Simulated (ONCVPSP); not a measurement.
# Fe: the cost of one run

Method: ONCVPSP 4.0.1, PBE, scalar-relativistic.

### Step 1. Settings

The settings as typed:

| Quantity | Value |
| --- | --- |
| element | iron (Fe, Z = 26) |
| type | optimised norm-conserving Vanderbilt (ONCV) |
| frozen core | [Ne] |
| valence charge | 16 |
| reference configuration | 3s2 3p6 3d6 4s2 |
| partial waves | 3s+4s: rc 1.60 bohr, ncon 4, nbas 7, qcut 8.2 1/bohr, 2 projectors; 3p: rc 1.40 bohr, ncon 4, nbas 8, qcut 10.7 1/bohr, 2 projectors, debl 1.5 Ha; 3d: rc 1.15 bohr, ncon 4, nbas 8, qcut 13.3 1/bohr, 1 projector |
| local potential | polynomial inside 0.80 bohr (lpopt 5, dvloc0 0 Ha) |
| core correction | Teter function, fcfact 1.5, rcfact 1.5 |

The outer shells as boxes (Hund's rule for the drawing; the calculation is spin-unpolarised):

```
[Ne] core
3s [↑↓]
3p [↑↓][↑↓][↑↓]
3d [↑↓][↑ ][↑ ][↑ ][↑ ]
4s [↑↓]
```

An earlier all-electron run gives the scale for the radii.

All-electron outer shells of the reference configuration (PBE, scalar-relativistic, ld1.x):

```json
{"shell": "2p", "level (eV)": "-698.45", "outermost node (bohr)": "–", "outermost maximum (bohr)": "0.18"}
{"shell": "3s", "level (eV)": "-94.02", "outermost node (bohr)": "0.33", "outermost maximum (bohr)": "0.70"}
{"shell": "3p", "level (eV)": "-60.04", "outermost node (bohr)": "0.30", "outermost maximum (bohr)": "0.72"}
{"shell": "3d", "level (eV)": "-7.50", "outermost node (bohr)": "–", "outermost maximum (bohr)": "0.71"}
{"shell": "4s", "level (eV)": "-5.29", "outermost node (bohr)": "1.00", "outermost maximum (bohr)": "2.41"}
{"shell": "4p", "level (eV)": "-1.33", "outermost node (bohr)": "1.10", "outermost maximum (bohr)": "3.33"}
```

### Step 2. Generating the potential

The input, Fe.dat:

```
# ATOM AND REFERENCE CONFIGURATION
# atsym  z   nc   nv     iexc    psfile
  Fe 26.00    3    4        4      upf
#
#   n    l    f
    1    0    2.00
    2    0    2.00
    2    1    6.00
    3    0    2.00
    3    1    6.00
    3    2    6.00
    4    0    2.00
#
# PSEUDOPOTENTIAL AND OPTIMIZATION
# lmax
    2
#
#   l,   rc,      ep,       ncon, nbas, qcut
    0    1.60    0.00    4    7    8.20
    1    1.40    0.00    4    8   10.70
    2    1.15    0.00    4    8   13.30
#
# LOCAL POTENTIAL
# lloc, lpopt,  rc(5),   dvloc0
    4    5    0.80    0.00
#
# VANDERBILT-KLEINMAN-BYLANDER PROJECTORs
# l, nproj, debl
    0    2    2.90
    1    2    1.50
    2    1    3.70
#
# MODEL CORE CHARGE
# icmod, fcfact, rcfact
    3    1.50    1.50
#
# LOG DERIVATIVE ANALYSIS
# epsh1, epsh2, depsh
   -5.00    5.00    0.04
#
# OUTPUT GRID
# rlmax, drl
    6.00    0.01
#
# TEST CONFIGURATIONS
# ncnf
    4
# nvcnf
#   n    l    f
    4
    3    0    2.00
    3    1    6.00
    3    2    6.00
    4    0    1.00
#
    4
    3    0    2.00
    3    1    6.00
    3    2    6.00
    4    0    0.00
#
    4
    3    0    2.00
    3    1    6.00
    3    2    5.00
    4    0    0.00
#
    5
    3    0    2.00
    3    1    6.00
    3    2    6.00
    4    0    1.00
    4    1    1.00
#
```

The run is started by

```sh
$ oncvpsp.x < Fe.dat > Fe.out
```

**Question.** How long does this run take on 1 thread of Intel Xeon 6975P-C, shared host?

About 2.6 s.
